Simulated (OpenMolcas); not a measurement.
# C8H18 (3-ethylhexane): BMK/ANO-RCC-MB (DKH2)

What is the vertical ionisation energy of C8H18 (3-ethylhexane) at BMK/ANO-RCC-MB (DKH2)? 

The results are computed with OpenMolcas 26.06.

### 1 Starting point

The species is C8H18 (26 atoms), meant as a singlet with charge 0. SMILES: `CCCC(CC)CC`. The coordinates come from a PBE0-D4/def2-TZVP relaxation. This is one conformer, not always the lowest.

Some bond lengths: C1–C2 1.520 Å, C2–C3 1.523 Å, C3–C4 1.529 Å, C4–C5 1.528 Å, C5–C6 1.519 Å, C4–C7 1.531 Å, C7–C8 1.520 Å, C1–H9 1.092 Å, C1–H10 1.093 Å, C1–H11 1.094 Å, C2–H12 1.095 Å, C2–H13 1.095 Å, C3–H14 1.097 Å, C3–H15 1.096 Å, C4–H16 1.098 Å, C5–H17 1.096 Å. Some angles: C1–C2–C3 114.0°, C2–C3–C4 116.1°, C3–C4–C5 109.4°, C3–C4–C7 112.9°, C5–C4–C7 113.1°, C4–C5–C6 114.8°, C4–C7–C8 115.2°, C1–C2–H12 109.1°, C1–C2–H13 109.5°, C3–C2–H12 108.3°.

### 2 Energy and forces at BMK/ANO-RCC-MB (DKH2)

input.xyz

```xyz
26

C      0.288200    -1.672200    -2.435900
C      0.651000    -1.959700    -0.988100
C     -0.289200    -1.318400     0.024700
C     -0.402300     0.205400    -0.033200
C     -1.406800     0.680800     1.016000
C     -1.690700     2.172900     0.995800
C      0.953500     0.908900     0.069900
C      1.702900     0.681600     1.373100
H      0.942000    -2.213800    -3.123300
H      0.373800    -0.608800    -2.672500
H     -0.741600    -1.973900    -2.649600
H      0.644900    -3.042500    -0.824500
H      1.680800    -1.638600    -0.798100
H     -1.293700    -1.737300    -0.114000
H      0.017400    -1.615800     1.034100
H     -0.819100     0.474100    -1.013200
H     -1.060700     0.385100     2.013200
H     -2.343600     0.135000     0.856600
H     -2.490700     2.429900     1.694000
H     -2.002500     2.501400    -0.000200
H     -0.813500     2.760600     1.276400
H      1.582000     0.586700    -0.766500
H      0.805400     1.983000    -0.077800
H      1.135800     1.040200     2.235800
H      1.918900    -0.376700     1.538900
H      2.657800     1.212100     1.368100
```

job.input

```
* C8H18 Kohn-Sham DFT
>>> EXPORT MOLCAS_PRINT=2
&GATEWAY
COORD
input.xyz
BASIS
ANO-RCC-MB
GROUP
NoSym
&SEWARD
&SCF
KSDFT
2
1.0 HYB_MGGA_X_BMK
1.0 GGA_C_BMK
PRORBITALS
0
&ALASKA
```

Command:

```sh
$ export MOLCAS_MEM=1860
$ pymolcas job.input > job.log
```

The log of the run:

```text
--- Start Module: gateway ---
[...]
--- Stop Module: gateway /rc=_RC_ALL_IS_WELL_ ---
[...]
      Basis functions           58
[...]
--- Start Module: scf ---
[...]
       Convergence after   9 Iterations
[...]
::    Total KS-DFT energy                            -315.2975099048
[...]
      Total spin, S                                     0.0000000000
[...]
      Total electronic charge=   66.000000
      Total            charge=   -0.000000
[...]
      Dipole Moment (debye):
      Origin of the operator (angstrom)=   -0.0186   -0.0290    0.0021
                   X= -6.0524E-02               Y= -6.9510E-02               Z= -3.3506E-02           Total=  9.8069E-02
      Quadrupole Moment (debye*angstrom):
[...]
--- Stop Module: scf /rc=_RC_ALL_IS_WELL_ ---
[...]
--- Start Module: alaska ---
[...]
 *              Molecular gradients               *
 **************************************************
  Irreducible representation: a
 ------------------------------------------------------------------------------------------
                              X                       Y                       Z
 ------------------------------------------------------------------------------------------
  C1                2.44665436465008E-03   -2.89379372750664E-03   -3.26823626187966E-04
  C2               -3.06440637474031E-03   -3.57341488792073E-03   -1.98075760044736E-03
  C3                1.86209031601781E-03   -2.61064851811765E-03   -1.95301128644476E-03
  C4               -3.60570677776395E-03   -2.17425584710504E-03    2.50921984582886E-03
  C5               -3.80602571871025E-03    4.63489635142533E-03   -2.32178434916386E-03
  C6               -3.30335093827605E-03   -1.09186574267461E-03    2.44490214066095E-03
  C7                3.21164039996003E-03    1.98739824893224E-03    1.17159011641876E-03
  C8                3.12038084706501E-03    2.31589971893986E-03   -1.48630841414699E-03
[...]
--- Stop Module: alaska /rc=_RC_ALL_IS_WELL_ ---
[...]
```

It took 2.1 min on 1 thread of Arm Neoverse V2, shared host; peak memory 0.4 GiB.

### 3 The doublet cation, same level

input.xyz is that of step 2.

job.inp

```
&GATEWAY
COORD=input.xyz
BASIS=ANO-RCC-MB
GROUP=NoSym
&SEWARD
&SCF
UHF
CHARGE=1
SPIN=2
KSDFT=2
1.0 HYB_MGGA_X_BMK
1.0 GGA_C_BMK
PRORBITALS=0
&ALASKA
```

Command:

```sh
$ export MOLCAS_MEM=1860
$ pymolcas job.inp > job.log
```

The log of the run:

```text
--- Start Module: gateway ---
[...]
--- Stop Module: gateway /rc=_RC_ALL_IS_WELL_ ---
[...]
      Basis functions           58
[...]
--- Start Module: scf ---
[...]
       Convergence after  28 Iterations
[...]
::    Total KS-DFT energy                            -314.8573866894
[...]
      Total spin, S                                     0.5007338019
[...]
      Total electronic charge=   65.000000
      Total            charge=    1.000000
[...]
      Dipole Moment (debye):
      Origin of the operator (angstrom)=   -0.0186   -0.0290    0.0021
                   X=  7.8532E-02               Y= -4.4619E-01               Z=  6.3774E-02           Total=  4.5751E-01
      Center of Charge (angstrom)
[...]
--- Stop Module: scf /rc=_RC_ALL_IS_WELL_ ---
[...]
--- Start Module: alaska ---
[...]
 *              Molecular gradients               *
 **************************************************
  Irreducible representation: a
 ------------------------------------------------------------------------------------------
                              X                       Y                       Z
 ------------------------------------------------------------------------------------------
  C1                1.01402772858228E-03    3.65202241330875E-03   -1.99061275116943E-02
  C2                2.51691688128431E-02   -2.18891216175829E-02    7.25521726704859E-03
  C3               -3.51729677022463E-02    2.89207735662211E-03    2.41959968278407E-02
  C4                1.15194935671732E-02   -3.68034967463712E-03   -9.81352786240186E-03
  C5               -1.51628826250398E-02   -2.63658733476746E-02    3.72909490335305E-03
  C6               -4.71162160508465E-03    1.40010993858324E-02    4.85150662165879E-03
  C7               -5.93269909142746E-03    2.70357311070168E-02   -3.49285808138703E-02
  C8                1.51007604728370E-02   -4.29492266503972E-03    1.51868463330849E-02
[...]
--- Stop Module: alaska /rc=_RC_ALL_IS_WELL_ ---
[...]
```

Run time: 2.8 min. Hardware: 1 thread of Arm Neoverse V2, shared host; peak memory 0.4 GiB.

### 4 Results

At BMK/ANO-RCC-MB (DKH2):

| quantity | value |
| --- | --- |
| singlet C8H18: total energy | -315.29751 Eh |
| singlet C8H18: dipole moment | 0.10 D |
| singlet C8H18: HOMO energy | -10.54 eV |
| singlet C8H18: LUMO energy | 7.31 eV |
| singlet C8H18: HOMO–LUMO gap | 17.86 eV |
| singlet C8H18: largest force on an atom | 2.047 eV/Å |
| doublet cation: total energy | -314.85739 Eh |
| doublet cation: HOMO energy (highest over α and β) | -15.88 eV |
| doublet cation: LUMO energy (lowest over α and β) | -13.40 eV |
| doublet cation: ⟨S²⟩ | 0.751 |
| vertical ionisation energy (to the doublet cation) | 11.976 eV |

What this shows: This program's gradients are faulty for this kind of reference, so any forces in the log (doublet cation) can't be trusted; the energy can. Removing an electron at fixed nuclei costs 11.98 eV (276 kcal/mol). The largest force (singlet C8H18) is 2.05 eV/Å: the shape isn't a stationary point for this species at this level. The negative HOMO energy of the first species, 10.54 eV, lies 1.43 eV below that difference. In a minimal basis such a difference can be off by several eV, whatever the method. Mulliken charges (singlet C8H18) run from -0.55 on C6 to +0.18 on H19; they depend strongly on the basis.
